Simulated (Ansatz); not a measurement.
# GaH₅OSi: ionisation energy by level of theory

One table from this session's results is given with a row withheld; the runs are named, their logs left out.

Computed with Ansatz 0.2.0, Gaussian basis. Level: unrestricted cation, the program's frozen cores in correlated methods.

Plan: UKS PBE-D4/def2-TZVPP; UKS r2SCAN-D4/def2-TZVPP; UKS PBE0-D4/def2-TZVPP; UKS B3LYP-D4/def2-TZVPP; UKS wB97X-V/def2-TZVPP; UKS wB97M-V/def2-TZVPP; UKS B2PLYP/def2-TZVPP; UHF-CCSD(T)/def2-TZVPP; UHF-MP2/def2-QZVPP; extrapolation to the limit; then −ε(HOMO) from the neutral's earlier runs with LDA (SPW92), PBE-D4, revPBE-D4, BLYP-D4, r2SCAN-D4, B97M-V, PBE0-D4, B3LYP-D4, r2SCANh-D4, r2SCAN0-D4, HSE06-D4, BHLYP-D4, CAM-B3LYP-D4, LC-ωPBE, ωB97X-V, ωB97M-V.

## Structure used throughout

All runs share one geometry, relaxed beforehand with PBE0-D4 in a triple-zeta def2 set.

SMILES `[SiH3][O][GaH2]`, 8 atoms, charge 0, spin multiplicity 1.

Atoms are counted from 1 here; the program's logs count them from 0.

Bond lengths: Si1–O2 1.629 Å, Si1–H4 1.492 Å, Si1–H5 1.488 Å, Si1–H6 1.488 Å, O2–Ga3 1.785 Å, Ga3–H7 1.555 Å, Ga3–H8 1.560 Å. Angles: O2–Si1–H4 111.4°, O2–Si1–H5 110.0°, O2–Si1–H6 110.0°, H4–Si1–H5 108.4°, H4–Si1–H6 108.4°, H5–Si1–H6 108.7°, Si1–O2–Ga3 139.3°, O2–Ga3–H7 113.8°, O2–Ga3–H8 116.0°, H7–Ga3–H8 130.2°.

Set-up of the first run:

The input, in.yaml:

```yaml
crystal:
  periodic: [false, false, false]
  atoms:
    - {symbol: Si, position_ang: [-0.737425, 1.063965, -0.430255]}
    - {symbol: O, position_ang: [0.574871, 0.286270, 0.142357]}
    - {symbol: Ga, position_ang: [1.078612, -1.364926, 0.596177]}
    - {symbol: H, position_ang: [-1.875892, 0.124105, -0.648002]}
    - {symbol: H, position_ang: [-0.414931, 1.717695, -1.727164]}
    - {symbol: H, position_ang: [-1.170827, 2.108796, 0.536098]}
    - {symbol: H, position_ang: [2.547488, -1.457217, 1.099353]}
    - {symbol: H, position_ang: [-0.001887, -2.478687, 0.431436]}
basis:
  gaussian: {orbitals: def2-TZVPP}
total_charge: 1
magnetization: {spin_polarized: true, initial_magnetization: 1}
hamiltonian: {xc: pbe, dispersion: d4}
```

The run is started by

```
$ ansatz run in.yaml --threads 4 --pin off --events-out ev --progress --plain --max-ram 10444MiB
```

Among the steps run: Cation, UKS PBE-D4/def2-TZVPP; Cation, UKS r2SCAN-D4/def2-TZVPP; Cation, UKS PBE0-D4/def2-TZVPP; Cation, UKS B3LYP-D4/def2-TZVPP; Cation, UKS wB97X-V/def2-TZVPP; Cation, UKS wB97M-V/def2-TZVPP; Cation, UKS B2PLYP (frozen core)/def2-TZVPP; Cation, UHF-CCSD(T)/def2-TZVPP; Cation, UHF-MP2/def2-QZVPP.

One table of the session follows, with a row left open; its other results are not shown here.

For comparison, −ε(HOMO) of the neutral from earlier runs:

| functional | −ε(HOMO) (eV) |
| --- | --- |
| LDA (SPW92) | 7.06 |
| PBE-D4 | 6.97 |
| revPBE-D4 | 6.93 |
| BLYP-D4 | 6.89 |
| r2SCAN-D4 | 7.30 |
| B97M-V | 7.45 |
| PBE0-D4 | 8.36 |
| B3LYP-D4 | 8.16 |
| r2SCANh-D4 | 7.82 |
| r2SCAN0-D4 | 8.59 |
| HSE06-D4 | 7.96 |
| BHLYP-D4 | 9.69 |
| CAM-B3LYP-D4 | ? |
| LC-ωPBE | 11.10 |
| ωB97X-V | 10.78 |
| ωB97M-V | 10.64 |

**Question.** Estimate the row for CAM-B3LYP-D4.

As computed: −ε(HOMO) (eV): 9.77. In the column «−ε(HOMO) (eV)» it lies between BHLYP-D4 (9.69) and ωB97M-V (10.64).
